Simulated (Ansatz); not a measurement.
Predict the output of the script below (Ansatz's Python interface).

`al2h6si2.py`
```python
"""Stretching a bond of Al2H6Si2, the rest held rigid."""

import logging
import sys
import warnings

import ansatz as az
import numpy as np

logging.basicConfig(stream=sys.stdout, format="%(levelname)s %(message)s")
logger = logging.getLogger("al2h6si2")
logger.setLevel(logging.INFO)


def main() -> None:
    warnings.simplefilter("ignore", az.DeckWarning)

    geometry_ang = [
        ("Si", (-1.4484, 1.1897, -1.5782)),
        ("Al", (-0.0019, 0.002, -0.2453)),
        ("Al", (0.6523, -2.1983, 0.8534)),
        ("Si", (1.6246, -0.1152, 1.4926)),
        ("H", (-1.9324, 0.3952, -2.7381)),
        ("H", (-2.665, 1.6425, -0.7885)),
        ("H", (-0.7959, 2.441, -2.0937)),
        ("H", (0.5883, -3.7605, 1.0682)),
        ("H", (1.0884, 0.3274, 2.863)),
        ("H", (2.9731, 0.025, 1.1696)),
    ]
    mol = az.Crystal.molecule()
    for symbol, xyz in geometry_ang:
        mol = mol.atom(symbol, xyz)

    symbols = [site.symbol for site in mol.cartesian_sites]
    start = np.array([site.position_ang for site in mol.cartesian_sites])
    axis = (start[7] - start[2]) / np.linalg.norm(start[7] - start[2])
    moving = [7]
    lengths, energies = [1.34, 1.45, 1.58, 1.74, 1.97, 2.37, 2.84, 3.47], []
    for length in lengths:
        xyz = start.copy()
        xyz[moving] += (length - np.linalg.norm(start[7] - start[2])) * axis
        point = az.Crystal.molecule()
        for symbol, place in zip(symbols, xyz):
            point = point.atom(symbol, place.tolist())
        base = point.calculation()
        base = base.basis(gaussian="def2-SVP")
        base = base.functional("r2scan")
        rep = base.run(threads=1).report
        energies.append(rep["free_energy_ev"])
        logger.info(f"r = {length:6.3f} A  E = {energies[-1]:.5f} eV  <S^2> = {abs(rep['mean_field']['state']['spin_squared']):.3f}")

    print("energy above the lowest point (eV):", [round(e - min(energies), 3) for e in energies])


if __name__ == "__main__":
    main()
```

```console
$ python al2h6si2.py
INFO r =  1.340 A  E = -29031.52084 eV  <S^2> = 0.000
INFO r =  1.450 A  E = -29031.95163 eV  <S^2> = 0.000
INFO r =  1.580 A  E = -29032.11257 eV  <S^2> = 0.000
INFO r =  1.740 A  E = -29032.00171 eV  <S^2> = 0.000
INFO r =  1.970 A  E = -29031.55340 eV  <S^2> = 0.000
INFO r =  2.370 A  E = -29030.57610 eV  <S^2> = 0.000
INFO r =  2.840 A  E = -29029.58662 eV  <S^2> = 0.000
INFO r =  3.470 A  E = -29028.68674 eV  <S^2> = 0.000
energy above the lowest point (eV): [0.592, 0.161, 0.0, 0.111, 0.559, 1.536, 2.526, 3.426]
```

These settings explore the input space; basis and method may be short of convergence. The rest of the molecule is held rigid at a force-field or estimated start geometry, and the basis set is modest; single-reference methods fail as a bond breaks. The orbitals are restricted, so S² is zero by construction. Toward dissociation an unrestricted state can lie under the restricted one, by tenths of an eV for polar bonds under a functional and by 1 to 2 eV or more for others. Run time: 80 s on 1 thread of Arm Neoverse V1, with other jobs on the host, peak memory 0.23 GiB.
